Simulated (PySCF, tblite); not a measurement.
# C₆H₁₁NSi: geometry, infrared bands and NMR shifts

Aim: predict the infrared bands and NMR shifts of C₆H₁₁NSi (`CC[Si@@H]1CC[C@H]1C#N`).

Computed with tblite 0.8.0 and PySCF 2.14.0, with density-fitted response routines of our own, on a single molecule in the gas phase. Atoms count from 0, in the outputs and in this text.

### 1 The starting structure

19 atoms, charge 0, multiplicity 1; geometry from: force field or distance geometry start.

Bonds of the start (Å): C0–C1 1.53, C1–Si2 1.84, Si2–C3 1.89, C3–C4 1.56, C4–C5 1.57, C5–C6 1.44, C6–N7 1.17, C5–Si2 1.91, C0–H8 1.10, C0–H9 1.08, C0–H10 1.09, C1–H11 1.09, C1–H12 1.10, Si2–H13 1.48, C3–H14 1.08, C3–H15 1.11, C4–H16 1.10, C4–H17 1.10, C5–H18 1.09.

### 2 Geometry optimisation with GFN2-xTB

The job: settings as JSON, then the geometry in Å.

```
{"job": {"kind": "relax", "xc": "GFN2-xTB", "basis": "xTB"}, "charge": 0, "multiplicity": 1}
C      2.548400     0.852800    -0.498200
C      1.638600    -0.365200    -0.636200
Si     0.187700    -0.420800     0.487800
C     -1.138800    -1.625500    -0.110500
C     -2.202800    -0.518800     0.166200
C     -1.239500     0.685000    -0.133200
C     -1.422000     1.861700     0.676300
N     -1.569100     2.817800     1.325800
H      1.997900     1.774300    -0.723500
H      3.376000     0.782200    -1.191300
H      2.947800     0.945000     0.512600
H      1.306900    -0.442000    -1.667100
H      2.250700    -1.259500    -0.435500
H      0.426300    -0.437900     1.946500
H     -1.035500    -1.901000    -1.153400
H     -1.263600    -2.535400     0.511800
H     -3.062400    -0.563400    -0.516200
H     -2.619800    -0.546300     1.178500
H     -1.136900     0.906000    -1.194500
```

Launch:

```console
$ OMP_NUM_THREADS=1 python probes_run.py task.json out
```

One launch serves the whole session: the jobs run in the order shown.

**Question.** This job is followed by: GFN2-xTB harmonic vibrations, gas phase; GIAO PBE0/pcSseg-1 NMR shielding, non-relativistic, gas phase. Predict these results of the whole session: strongest single infrared mode (GFN2-xTB); zero-point energy (GFN2-xTB); 13C shifts against TMS (PBE0/pcSseg-1); 1H shifts against TMS (PBE0/pcSseg-1, means over atoms taken as alike); 29Si shifts against TMS (PBE0/pcSseg-1); 15N shifts against NH3 (PBE0/pcSseg-1).

As calculated:

| quantity | value |
| --- | --- |
| strongest single infrared mode (GFN2-xTB) | 2384 cm⁻¹, 361 km/mol |
| zero-point energy (GFN2-xTB) | 96.7 kcal/mol |
| 13C shifts against TMS (PBE0/pcSseg-1) | 126.6, 26.0, 13.8, 12.8, 12.6, 9.0 ppm |
| 1H shifts against TMS (PBE0/pcSseg-1, means over atoms taken as alike) | 5.06, 2.61, 2.38, 2.22, 1.44, 1.39, 1.19, 1.00, 0.95 ppm |
| 29Si shifts against TMS (PBE0/pcSseg-1) | 7.6 ppm |
| 15N shifts against NH3 (PBE0/pcSseg-1) | 296.2 ppm |

In words: Relaxing lowered the energy by 0.366 eV in 94 steps; the close pair that moved most is C1–Si2, from 1.836 to 1.899 Å. No mode is imaginary among the 51: a minimum at this level. The strongest single mode, at 2384 cm⁻¹, moves mainly C6 and N7. GFN2-xTB is a fitted tight-binding method: band positions and strengths are rough. Its intensities can rank the bands wrongly. At PBE0/pcSseg-1: The largest span, 457 ppm, is at N7, where the paramagnetic term is -370 ppm.
